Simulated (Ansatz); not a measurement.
# SbMo (rocksalt type): the cost of one run

Computed with Ansatz 0.2.0 (DFT LDA, with the methods named in each step, unless a step's input says otherwise).

1 further run of the same task is left out (it didn't finish). Runs told in other sessions of the task aren't counted.

**1. The starting structure**

The structure is cubic, space group Fm-3m (No. 225). Conventional cell: a = 5.418 Å, b = 5.418 Å, c = 5.418 Å, α = 90.00°, β = 90.00°, γ = 90.00°. Mo (site symmetry m-3m) has 6 Sb at 2.71 Å in its first shell of neighbours. Sb (site symmetry m-3m) has 6 Mo at 2.71 Å in its first shell of neighbours.

As a file:

```cif
data_structure
_symmetry_space_group_name_H-M 'Fm-3m'
_symmetry_Int_Tables_number 225
_cell_length_a 5.4178
_cell_length_b 5.4178
_cell_length_c 5.4178
_cell_angle_alpha 90.000
_cell_angle_beta 90.000
_cell_angle_gamma 90.000
_cell_volume 159.02
loop_
_atom_site_label
_atom_site_type_symbol
_atom_site_symmetry_multiplicity
_atom_site_Wyckoff_symbol
_atom_site_fract_x
_atom_site_fract_y
_atom_site_fract_z
_atom_site_occupancy
Mo1 Mo 4 a 0.00000 0.00000 0.00000 1
Sb1 Sb 4 b 0.50000 0.00000 0.00000 1
```

The file gives the conventional cell by its symmetry; the runs use the cell typed in the input.

Whether this phase is the stable one at these pressures isn't tested.

Atoms are numbered in the order of the input: Mo1, Sb2.

**2. The reference volume, LAPW**

Input file input.yaml:

```yaml
crystal:
  lattice:
    - [0.0, 2.7088845096, 2.7088845096]
    - [2.7088845096, 0.0, 2.7088845096]
    - [2.7088845096, 2.7088845096, 0.0]
  atoms:
    - { symbol: Mo, position: [0.0, 0.0, 0.0] }
    - { symbol: Sb, position: [0.5, 0.5, 0.5] }
kpoints:
  mp_grid: { grid: [13, 13, 13] }
  band_path:
    path:
      - [0.0, 0.0, 0.0]
      - [0.5, 0.0, 0.5]
      - [0.625, 0.25, 0.625]
      - [0.375, 0.375, 0.75]
      - [0.0, 0.0, 0.0]
      - [0.5, 0.5, 0.5]
      - [0.5, 0.25, 0.75]
      - [0.5, 0.0, 0.5]
    npoints: 14
scf:
  occupations: { method: fermi_dirac, width: 0.1 }
hamiltonian:
  xc: lda
  pseudopotentials: { kind: all_electron, lapw: { basis_error: 0.001 } }
output:
  forces: true
  stress: true
  eigenvalues: true
  populations: true
  dos: { projected: true, de: 0.2, e_range: [-14, 8] }
```

On the command line:

```bash
ansatz run input.yaml --threads 1 --pin off --max-ram 2048MiB --backend cpu --events-out ev --progress --plain --runs-dir out
```

**Question.** How long does this run take on 1 thread of Arm Neoverse V1, shared host, and how much memory does it need?

About 46 s, with a peak of 0.49 GiB.
